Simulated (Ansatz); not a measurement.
The system is Ga3Se.

```xyz
4
Lattice="4.4325 0.0000 0.0000 0.0000 4.4325 0.0000 0.0000 0.0000 4.4325" Properties=species:S:1:pos:R:3 pbc="T T T"
Se    0.0000    0.0000    0.0000
Ga    2.2162    2.2162    0.0000
Ga    2.2162    0.0000    2.2162
Ga    0.0000    2.2162    2.2162
```

The cell comes from a database or a generator and needn't be the stable form of this composition.

Base run:

```yaml
Program: Ansatz 0.2.0
Functional: r2SCAN
Potentials_or_basis: Ansatz PAW
Cutoff: "500 eV (not typed: the program's choice for these potentials)"
k_mesh: 6 × 6 × 6
Occupations: fermi-dirac, width 0.05 eV
Spin: no spin polarisation
```

Its results: band gap on the k mesh none (metal or under the smearing width); pressure -1.7 GPa.

Task: The run is repeated on the same cell with these changes: functional from r2SCAN to LDA; cutoff from 500 eV (not typed: the program's choice for these potentials) to 420 eV (not typed: the program's choice for these potentials). What comes out?

Result: Band gap on the k mesh none (metal or under the smearing width); pressure -4.9 GPa.

Caveats: the PAW data sets come from PBE, with cores solved anew for the run's functional, which leaves a small shift of forces and pressure.
